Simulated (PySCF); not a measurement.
# AuCl4−: NMR shieldings

What do calculations give for the NMR shieldings of AuCl4− (`[Cl][Au-]([Cl])([Cl])[Cl]`)?

Computed with PySCF 2.14.0 and routines of our own; the level stands in each step. Atoms count from 0.

## Step 1: The system as given

5 atoms, charge -1, multiplicity 1; geometry from: GFN2-xTB.

## Step 2: NMR shieldings: PBE0/pcSseg-1 Au:us-x2c-TZVPall-2c, spin–orbit

What the job is given:

```
{"job": {"xc": "PBE0", "basis": {"default": "pcSseg-1", "Au": "us-x2c-TZVPall-2c"}, "rel": "so", "kind": "hnmr"}, "charge": -1, "multiplicity": 1}
Au     0.000190    -0.000200     0.018550
Cl     2.269640    -0.025560    -0.000610
Cl     0.024020     2.268030     0.004640
Cl    -2.267960     0.026890    -0.008280
Cl    -0.025900    -2.269150    -0.014300
```

Method: PBE0/pcSseg-1 Au:us-x2c-TZVPall-2c GIAO NMR shielding, X2C with spin-orbit coupling, screened-nuclear two-electron part, Gaussian nuclei, gas phase.

Started as:

```sh
$ OMP_NUM_THREADS=1 python heavy_run.py task.json out
```

This one command runs all jobs of the session in turn.

Log:

```text
spin-free SCF
coarse grid: 34200 points
cycle   1  E = -20859.3113778612  dE = -1.432e-01  |g| = 1.703e+00  |ddm| = 2.751e+00
cycle   2  E = -20858.4859330448  dE =  8.254e-01  |g| = 2.861e+00  |ddm| = 3.645e+00
cycle   3  E = -20859.6337226424  dE = -1.148e+00  |g| = 2.224e-01  |ddm| = 2.693e+00
cycle   4  E = -20859.6373354990  dE = -3.613e-03  |g| = 8.874e-02  |ddm| = 1.953e-01
cycle   5  E = -20859.6387527163  dE = -1.417e-03  |g| = 9.502e-03  |ddm| = 8.457e-02
cycle   6  E = -20859.6387630645  dE = -1.035e-05  |g| = 6.499e-03  |ddm| = 1.544e-02
cycle   7  E = -20859.6387714891  dE = -8.425e-06  |g| = 4.160e-04  |ddm| = 6.462e-03
final grid: 62576 points
cycle   8  E = -20859.6325921697  dE = -2.440e-05  |g| = 2.412e-03  |ddm| = 2.014e-03
cycle   9  E = -20859.6325919939  dE =  1.758e-07  |g| = 1.340e-03  |ddm| = 1.469e-03
cycle  10  E = -20859.6325919250  dE =  6.888e-08  |g| = 1.513e-03  |ddm| = 2.042e-03
cycle  11  E = -20859.6325922377  dE = -3.127e-07  |g| = 1.754e-04  |ddm| = 1.148e-03
cycle  12  E = -20859.6325922438  dE = -6.134e-09  |g| = 2.101e-05  |ddm| = 1.671e-04
converged SCF energy = -20859.6325922438
two-component SCF
cycle   1  E = -20848.7083108281  dE = -2.085e+04  |FDS-SDF| = 4.266e+02
cycle   2  E = -20878.4590385011  dE = -2.975e+01  |FDS-SDF| = 1.771e+00
cycle   3  E = -20878.4649992733  dE = -5.961e-03  |FDS-SDF| = 8.851e-02
cycle   4  E = -20878.4654083011  dE = -4.090e-04  |FDS-SDF| = 4.964e-02
cycle   5  E = -20878.4655918449  dE = -1.835e-04  |FDS-SDF| = 2.527e-02
cycle   6  E = -20878.4657238976  dE = -1.321e-04  |FDS-SDF| = 7.045e-03
cycle   7  E = -20878.4657994681  dE = -7.557e-05  |FDS-SDF| = 3.749e-03
cycle   8  E = -20878.4658211338  dE = -2.167e-05  |FDS-SDF| = 9.339e-04
cycle   9  E = -20878.4658226807  dE = -1.547e-06  |FDS-SDF| = 3.663e-04
cycle  10  E = -20878.4658229585  dE = -2.778e-07  |FDS-SDF| = 8.362e-05
cycle  11  E = -20878.4658229694  dE = -1.081e-08  |FDS-SDF| = 2.480e-05
converged, E = -20878.4658229694

Field gradients (au) and densities at the nuclei (bohr^-3)
atom        Vxx        Vyy        Vzz        centre      nuclear mean
  0 Au    -0.4254    -0.4311     0.8565    2097643.396    1957084.742
  1 Cl    -1.3536    -1.8199     3.1735       2817.087       2817.036
  2 Cl    -1.3538    -1.8218     3.1757       2817.087       2817.036
  3 Cl    -1.3542    -1.8224     3.1766       2817.088       2817.036
  4 Cl    -1.3534    -1.8201     3.1735       2817.087       2817.036
without picture change
  0 Au                           2.8079                   5571901.596

Core orbital energies (eV)
atom   shell        mean    spread
  0 Au 1s       -80621.488   0.000
  0 Au 2s       -14259.254   0.000
  0 Au 3s        -3382.605   0.000
  0 Au 4s         -742.878   0.000
  0 Au 5s         -112.726   0.000
  0 Au 2p1/2    -13667.616   0.000
  0 Au 2p3/2    -11837.907   0.036
  0 Au 3p1/2     -3117.067   0.000
  0 Au 3p3/2     -2711.189   0.077
  0 Au 4p1/2      -629.281   0.000
  0 Au 4p3/2      -531.578   0.211
  0 Au 5p1/2       -75.311   0.000
  0 Au 5p3/2       -58.588   0.534
  0 Au 3d3/2     -2272.127   0.062
  0 Au 3d5/2     -2185.137   0.068
  0 Au 4d3/2      -345.797   0.209
  0 Au 4d5/2      -327.362   0.250
  0 Au 4f5/2       -87.426   0.329
  0 Au 4f7/2       -83.675   0.353
  1 Cl 1s        -2772.847   0.000
  1 Cl 2s         -256.521   0.000
  1 Cl 3s          -18.454   0.000
  1 Cl 2p1/2      -194.364   0.000
  1 Cl 2p3/2      -192.682   0.145
  2 Cl 1s        -2772.849   0.000
  2 Cl 2s         -256.524   0.000
  2 Cl 3s          -18.461   0.000
  2 Cl 2p1/2      -194.367   0.000
  2 Cl 2p3/2      -192.685   0.145
  3 Cl 1s        -2772.849   0.000
  3 Cl 2s         -256.524   0.000
  3 Cl 3s          -18.461   0.000
  3 Cl 2p1/2      -194.367   0.000
  3 Cl 2p3/2      -192.685   0.145
  4 Cl 1s        -2772.847   0.000
  4 Cl 2s         -256.521   0.000
  4 Cl 3s          -18.456   0.000
  4 Cl 2p1/2      -194.364   0.000
  4 Cl 2p3/2      -192.682   0.145

vertical triplet (scalar unrestricted SCF): 2.643 eV

Shielding tensors (ppm)
atom      isotropic    diamagn.    paramagn.     s11        s22        s33       span
  0 Au     9338.04     8446.81      891.23    6343.26   10833.73   10837.13    4493.87
  1 Cl      786.42     1122.58     -336.16     452.00     807.61    1099.66     647.66
  2 Cl      786.63     1122.58     -335.95     451.93     808.63    1099.34     647.41
  3 Cl      786.34     1122.58     -336.24     451.72     808.06    1099.25     647.53
  4 Cl      786.62     1122.58     -335.96     452.06     808.19    1099.62     647.56
```

Run time: 7.4 min. Hardware: 1 thread of Arm Neoverse V1, shared host; peak memory 1.4 GiB.

Key values:

```
                       quantity        value
energy from spin-orbit coupling  -18.8332 Eh
```

## Step 3: NMR shieldings: PBE0/pcSseg-1 Au:us-x2c-TZVPall-2c, spin-free

What the job is given:

```
{"job": {"xc": "PBE0", "basis": {"default": "pcSseg-1", "Au": "us-x2c-TZVPall-2c"}, "rel": "sf", "kind": "hnmr"}, "charge": -1, "multiplicity": 1}
Au     0.000190    -0.000200     0.018550
Cl     2.269640    -0.025560    -0.000610
Cl     0.024020     2.268030     0.004640
Cl    -2.267960     0.026890    -0.008280
Cl    -0.025900    -2.269150    -0.014300
```

With the program's defaults for keys left out, this is: PBE0/pcSseg-1 Au:us-x2c-TZVPall-2c GIAO NMR shielding, spin-free X2C, Gaussian nuclei, gas phase.

Log:

```text
spin-free SCF
coarse grid: 34200 points
cycle   1  E = -20859.3113778612  dE = -1.432e-01  |g| = 1.703e+00  |ddm| = 2.751e+00
cycle   2  E = -20858.4859330448  dE =  8.254e-01  |g| = 2.861e+00  |ddm| = 3.645e+00
cycle   3  E = -20859.6337226424  dE = -1.148e+00  |g| = 2.224e-01  |ddm| = 2.693e+00
cycle   4  E = -20859.6373354990  dE = -3.613e-03  |g| = 8.874e-02  |ddm| = 1.953e-01
cycle   5  E = -20859.6387527163  dE = -1.417e-03  |g| = 9.502e-03  |ddm| = 8.457e-02
cycle   6  E = -20859.6387630645  dE = -1.035e-05  |g| = 6.499e-03  |ddm| = 1.544e-02
cycle   7  E = -20859.6387714891  dE = -8.425e-06  |g| = 4.160e-04  |ddm| = 6.462e-03
final grid: 62576 points
cycle   8  E = -20859.6325921697  dE = -2.440e-05  |g| = 2.412e-03  |ddm| = 2.014e-03
cycle   9  E = -20859.6325919939  dE =  1.758e-07  |g| = 1.340e-03  |ddm| = 1.469e-03
cycle  10  E = -20859.6325919250  dE =  6.888e-08  |g| = 1.513e-03  |ddm| = 2.042e-03
cycle  11  E = -20859.6325922377  dE = -3.127e-07  |g| = 1.754e-04  |ddm| = 1.148e-03
cycle  12  E = -20859.6325922438  dE = -6.134e-09  |g| = 2.101e-05  |ddm| = 1.671e-04
converged SCF energy = -20859.6325922438
check of the scalar solution
cycle   1  E = -20859.6325922442  dE = -2.086e+04  |FDS-SDF| = 2.101e-05
cycle   2  E = -20859.6325922442  dE = -8.367e-11  |FDS-SDF| = 2.579e-05
converged, E = -20859.6325922442

Field gradients (au) and densities at the nuclei (bohr^-3)
atom        Vxx        Vyy        Vzz        centre      nuclear mean
  0 Au    -0.0934    -0.0987     0.1922    2084457.725    1944161.254
  1 Cl    -1.3675    -1.8386     3.2061       2817.104       2817.053
  2 Cl    -1.3678    -1.8406     3.2084       2817.105       2817.053
  3 Cl    -1.3682    -1.8411     3.2093       2817.105       2817.053
  4 Cl    -1.3673    -1.8388     3.2061       2817.104       2817.053
without picture change
  0 Au                           2.9245                   5572893.637

Core orbital energies (eV)
atom   shell        mean    spread
  0 Au 1s       -80641.344   0.000
  0 Au 2s       -14264.003   0.000
  0 Au 3s        -3384.060   0.000
  0 Au 4s         -743.247   0.000
  0 Au 5s         -112.706   0.000
  0 Au 2p       -12386.197   0.059
  0 Au 3p        -2834.044   0.114
  0 Au 4p         -561.037   0.310
  0 Au 5p          -63.500   0.835
  0 Au 3d        -2220.394   0.087
  0 Au 4d         -334.777   0.326
  0 Au 4f          -85.367   0.372
  1 Cl 1s        -2772.849   0.000
  1 Cl 2s         -256.523   0.000
  1 Cl 3s          -18.447   0.000
  1 Cl 2p         -193.244   0.234
  2 Cl 1s        -2772.851   0.000
  2 Cl 2s         -256.526   0.000
  2 Cl 3s          -18.454   0.000
  2 Cl 2p         -193.247   0.234
  3 Cl 1s        -2772.852   0.000
  3 Cl 2s         -256.526   0.000
  3 Cl 3s          -18.454   0.000
  3 Cl 2p         -193.247   0.234
  4 Cl 1s        -2772.849   0.000
  4 Cl 2s         -256.523   0.000
  4 Cl 3s          -18.448   0.000
  4 Cl 2p         -193.245   0.234

Shielding tensors (ppm)
atom      isotropic    diamagn.    paramagn.     s11        s22        s33       span
  0 Au     4713.39     9775.21    -5061.83    2017.38    6060.08    6062.69    4045.30
  1 Cl      833.81     1140.17     -306.35     516.24     909.68    1075.51     559.28
  2 Cl      834.13     1140.16     -306.04     516.20     910.97    1075.20     559.00
  3 Cl      833.85     1140.16     -306.32     515.91     910.44    1075.19     559.28
  4 Cl      834.03     1140.17     -306.14     516.34     910.31    1075.44     559.10
```

Wall time 99 s (1 thread of Arm Neoverse V1, shared host); peak memory 1.1 GiB.

## Step 4: NMR shieldings: PBE0/pcSseg-1 Au:us-x2c-TZVPall-2c in water, spin–orbit

What the job is given:

```
{"job": {"xc": "PBE0", "basis": {"default": "pcSseg-1", "Au": "us-x2c-TZVPall-2c"}, "rel": "so", "solvent": "water", "kind": "hnmr"}, "charge": -1, "multiplicity": 1}
Au     0.000190    -0.000200     0.018550
Cl     2.269640    -0.025560    -0.000610
Cl     0.024020     2.268030     0.004640
Cl    -2.267960     0.026890    -0.008280
Cl    -0.025900    -2.269150    -0.014300
```

Level: PBE0/pcSseg-1 Au:us-x2c-TZVPall-2c GIAO NMR shielding, X2C with spin-orbit coupling, screened-nuclear two-electron part, Gaussian nuclei, IEF-PCM water.

Log:

```text
spin-free SCF
coarse grid: 34200 points
cycle   1  E = -20859.3866714209  dE = -2.177e-01  |g| = 1.702e+00  |ddm| = 2.745e+00
cycle   2  E = -20858.6960595437  dE =  6.906e-01  |g| = 2.757e+00  |ddm| = 3.508e+00
cycle   3  E = -20859.7126976619  dE = -1.017e+00  |g| = 2.058e-01  |ddm| = 2.446e+00
cycle   4  E = -20859.7128982739  dE = -2.006e-04  |g| = 1.119e-01  |ddm| = 1.720e-01
cycle   5  E = -20859.7152690207  dE = -2.371e-03  |g| = 3.240e-03  |ddm| = 1.032e-01
cycle   6  E = -20859.7152694352  dE = -4.145e-07  |g| = 2.984e-03  |ddm| = 4.204e-03
final grid: 62576 points
cycle   7  E = -20859.7090859948  dE = -2.034e-05  |g| = 6.876e-03  |ddm| = 7.259e-03
cycle   8  E = -20859.7090686009  dE =  1.739e-05  |g| = 1.351e-02  |ddm| = 1.350e-02
cycle   9  E = -20859.7090914949  dE = -2.289e-05  |g| = 2.785e-04  |ddm| = 9.171e-03
cycle  10  E = -20859.7090914999  dE = -4.966e-09  |g| = 1.306e-04  |ddm| = 2.654e-04
cycle  11  E = -20859.7090915030  dE = -3.081e-09  |g| = 2.675e-05  |ddm| = 1.351e-04
converged SCF energy = -20859.7090915030
two-component SCF
cycle   1  E = -20848.7848168714  dE = -2.085e+04  |FDS-SDF| = 4.266e+02
cycle   2  E = -20878.5355009546  dE = -2.975e+01  |FDS-SDF| = 1.771e+00
cycle   3  E = -20878.5414577170  dE = -5.957e-03  |FDS-SDF| = 8.852e-02
cycle   4  E = -20878.5418706227  dE = -4.129e-04  |FDS-SDF| = 4.922e-02
cycle   5  E = -20878.5420567295  dE = -1.861e-04  |FDS-SDF| = 2.413e-02
cycle   6  E = -20878.5421798398  dE = -1.231e-04  |FDS-SDF| = 6.773e-03
cycle   7  E = -20878.5422545697  dE = -7.473e-05  |FDS-SDF| = 3.365e-03
cycle   8  E = -20878.5422722323  dE = -1.766e-05  |FDS-SDF| = 7.782e-04
cycle   9  E = -20878.5422733120  dE = -1.080e-06  |FDS-SDF| = 3.168e-04
cycle  10  E = -20878.5422735081  dE = -1.960e-07  |FDS-SDF| = 8.115e-05
cycle  11  E = -20878.5422735166  dE = -8.495e-09  |FDS-SDF| = 2.252e-05
converged, E = -20878.5422735166

Field gradients (au) and densities at the nuclei (bohr^-3)
atom        Vxx        Vyy        Vzz        centre      nuclear mean
  0 Au    -0.3363    -0.3420     0.6782    2097642.520    1957083.924
  1 Cl    -1.3656    -1.7501     3.1157       2817.092       2817.040
  2 Cl    -1.3662    -1.7525     3.1187       2817.092       2817.041
  3 Cl    -1.3667    -1.7530     3.1197       2817.092       2817.041
  4 Cl    -1.3655    -1.7503     3.1159       2817.092       2817.040
without picture change
  0 Au                           2.6203                   5571899.251

Core orbital energies (eV)
atom   shell        mean    spread
  0 Au 1s       -80625.446   0.000
  0 Au 2s       -14263.211   0.000
  0 Au 3s        -3386.563   0.000
  0 Au 4s         -746.836   0.000
  0 Au 5s         -116.684   0.000
  0 Au 2p1/2    -13671.573   0.000
  0 Au 2p3/2    -11841.864   0.038
  0 Au 3p1/2     -3121.025   0.000
  0 Au 3p3/2     -2715.146   0.080
  0 Au 4p1/2      -633.240   0.000
  0 Au 4p3/2      -535.536   0.219
  0 Au 5p1/2       -79.273   0.000
  0 Au 5p3/2       -62.550   0.554
  0 Au 3d3/2     -2276.084   0.065
  0 Au 3d5/2     -2189.094   0.072
  0 Au 4d3/2      -349.756   0.217
  0 Au 4d5/2      -331.320   0.261
  0 Au 4f5/2       -91.384   0.341
  0 Au 4f7/2       -87.633   0.366
  1 Cl 1s        -2776.898   0.000
  1 Cl 2s         -260.574   0.000
  1 Cl 3s          -22.321   0.000
  1 Cl 2p1/2      -198.416   0.000
  1 Cl 2p3/2      -196.735   0.141
  2 Cl 1s        -2776.901   0.000
  2 Cl 2s         -260.576   0.000
  2 Cl 3s          -22.326   0.000
  2 Cl 2p1/2      -198.419   0.000
  2 Cl 2p3/2      -196.737   0.142
  3 Cl 1s        -2776.901   0.000
  3 Cl 2s         -260.576   0.000
  3 Cl 3s          -22.326   0.000
  3 Cl 2p1/2      -198.419   0.000
  3 Cl 2p3/2      -196.737   0.142
  4 Cl 1s        -2776.898   0.000
  4 Cl 2s         -260.574   0.000
  4 Cl 3s          -22.322   0.000
  4 Cl 2p1/2      -198.416   0.000
  4 Cl 2p3/2      -196.735   0.141

Shielding tensors (ppm)
atom      isotropic    diamagn.    paramagn.     s11        s22        s33       span
  0 Au     9320.68     8446.86      873.82    6313.30   10822.66   10826.09    4512.80
  1 Cl      801.89     1122.49     -320.61     479.70     824.58    1101.39     621.69
  2 Cl      801.91     1122.49     -320.58     479.32     825.31    1101.11     621.79
  3 Cl      801.61     1122.49     -320.88     479.07     824.73    1101.01     621.94
  4 Cl      802.05     1122.49     -320.44     479.71     825.10    1101.35     621.64
```

It took 7 min on 1 thread of Arm Neoverse V1, shared host; peak memory 1.5 GiB.

From this job:

```
                       quantity        value
energy from spin-orbit coupling  -18.8332 Eh
```

## Step 5: NMR shieldings: PBE0/pcSseg-1 Au:us-x2c-TZVPall-2c in water, spin-free

What the job is given:

```
{"job": {"xc": "PBE0", "basis": {"default": "pcSseg-1", "Au": "us-x2c-TZVPall-2c"}, "rel": "sf", "solvent": "water", "kind": "hnmr"}, "charge": -1, "multiplicity": 1}
Au     0.000190    -0.000200     0.018550
Cl     2.269640    -0.025560    -0.000610
Cl     0.024020     2.268030     0.004640
Cl    -2.267960     0.026890    -0.008280
Cl    -0.025900    -2.269150    -0.014300
```

Method: PBE0/pcSseg-1 Au:us-x2c-TZVPall-2c GIAO NMR shielding, spin-free X2C, Gaussian nuclei, IEF-PCM water.

Log:

```text
spin-free SCF
coarse grid: 34200 points
cycle   1  E = -20859.3866714209  dE = -2.177e-01  |g| = 1.702e+00  |ddm| = 2.745e+00
cycle   2  E = -20858.6960595437  dE =  6.906e-01  |g| = 2.757e+00  |ddm| = 3.508e+00
cycle   3  E = -20859.7126976619  dE = -1.017e+00  |g| = 2.058e-01  |ddm| = 2.446e+00
cycle   4  E = -20859.7128982739  dE = -2.006e-04  |g| = 1.119e-01  |ddm| = 1.720e-01
cycle   5  E = -20859.7152690207  dE = -2.371e-03  |g| = 3.240e-03  |ddm| = 1.032e-01
cycle   6  E = -20859.7152694352  dE = -4.145e-07  |g| = 2.984e-03  |ddm| = 4.204e-03
final grid: 62576 points
cycle   7  E = -20859.7090859948  dE = -2.034e-05  |g| = 6.876e-03  |ddm| = 7.259e-03
cycle   8  E = -20859.7090686009  dE =  1.739e-05  |g| = 1.351e-02  |ddm| = 1.350e-02
cycle   9  E = -20859.7090914949  dE = -2.289e-05  |g| = 2.785e-04  |ddm| = 9.171e-03
cycle  10  E = -20859.7090914999  dE = -4.966e-09  |g| = 1.306e-04  |ddm| = 2.654e-04
cycle  11  E = -20859.7090915030  dE = -3.081e-09  |g| = 2.675e-05  |ddm| = 1.351e-04
converged SCF energy = -20859.7090915030
check of the scalar solution
cycle   1  E = -20859.7090915029  dE = -2.086e+04  |FDS-SDF| = 2.675e-05
cycle   2  E = -20859.7090915027  dE =  1.710e-10  |FDS-SDF| = 3.552e-05
converged, E = -20859.7090915027

Field gradients (au) and densities at the nuclei (bohr^-3)
atom        Vxx        Vyy        Vzz        centre      nuclear mean
  0 Au    -0.0036    -0.0089     0.0125    2084456.877    1944160.463
  1 Cl    -1.3795    -1.7682     3.1477       2817.109       2817.058
  2 Cl    -1.3801    -1.7706     3.1508       2817.110       2817.058
  3 Cl    -1.3806    -1.7712     3.1517       2817.110       2817.058
  4 Cl    -1.3794    -1.7684     3.1478       2817.109       2817.058
without picture change
  0 Au                           2.7302                   5572891.330

Core orbital energies (eV)
atom   shell        mean    spread
  0 Au 1s       -80645.303   0.000
  0 Au 2s       -14267.961   0.000
  0 Au 3s        -3388.019   0.000
  0 Au 4s         -747.206   0.000
  0 Au 5s         -116.664   0.000
  0 Au 2p       -12390.155   0.061
  0 Au 3p        -2838.003   0.119
  0 Au 4p         -564.996   0.322
  0 Au 5p          -67.463   0.863
  0 Au 3d        -2224.353   0.091
  0 Au 4d         -338.736   0.338
  0 Au 4f          -89.326   0.386
  1 Cl 1s        -2776.902   0.000
  1 Cl 2s         -260.577   0.000
  1 Cl 3s          -22.294   0.000
  1 Cl 2p         -197.298   0.227
  2 Cl 1s        -2776.905   0.000
  2 Cl 2s         -260.580   0.000
  2 Cl 3s          -22.299   0.000
  2 Cl 2p         -197.301   0.227
  3 Cl 1s        -2776.905   0.000
  3 Cl 2s         -260.580   0.000
  3 Cl 3s          -22.299   0.000
  3 Cl 2p         -197.301   0.227
  4 Cl 1s        -2776.903   0.000
  4 Cl 2s         -260.578   0.000
  4 Cl 3s          -22.295   0.000
  4 Cl 2p         -197.299   0.227

Shielding tensors (ppm)
atom      isotropic    diamagn.    paramagn.     s11        s22        s33       span
  0 Au     4699.83     9775.27    -5075.45    1966.98    6064.95    6067.55    4100.57
  1 Cl      847.71     1140.08     -292.37     539.89     925.06    1078.17     538.28
  2 Cl      847.84     1140.07     -292.23     539.58     926.08    1077.86     538.29
  3 Cl      847.55     1140.07     -292.52     539.25     925.54    1077.85     538.59
  4 Cl      847.89     1140.07     -292.18     539.95     925.63    1078.10     538.15
```

It took 92 s on 1 thread of Arm Neoverse V1, shared host; peak memory 1.2 GiB.

(Part 1 of 2 ends here.)
